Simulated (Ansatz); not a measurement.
The system is LuBr.

```
Lu Br
1.0
     3.60687    0.00000    0.00000
    -1.80344    3.12364    0.00000
     0.00000    0.00000    9.87175
Lu Br
2 2
Direct
  0.66667 0.33333 0.83099
  0.33333 0.66667 0.33099
  0.66667 0.33333 0.54401
  0.33333 0.66667 0.04401
```

The cell comes from a database or a generator and needn't be the stable form of this composition.

Base run:

- Program: Ansatz 0.2.0
- Functional: PBE
- Potentials or basis: Ansatz PAW
- Cutoff: 420 eV
- Density cutoff: 1680 eV
- k mesh: 9 × 9 × 3
- Occupations: fermi-dirac, width 0.05 eV
- Spin: no spin polarisation

Its results: band gap on the k mesh none (metal or under the smearing width); pressure 0.1 GPa.

Task: The run is repeated on the same cell with these changes: functional from PBE to r2SCAN; cutoff from 420 eV to 500 eV; density cutoff from 1680 eV to 2000 eV. What comes out?

Result: Band gap on the k mesh none (metal or under the smearing width); pressure -0.7 GPa.

Caveats: the PAW data sets come from PBE, with cores solved anew for the run's functional, which leaves a small shift of forces and pressure (some runs).

Not every run made on this cell is shown here.
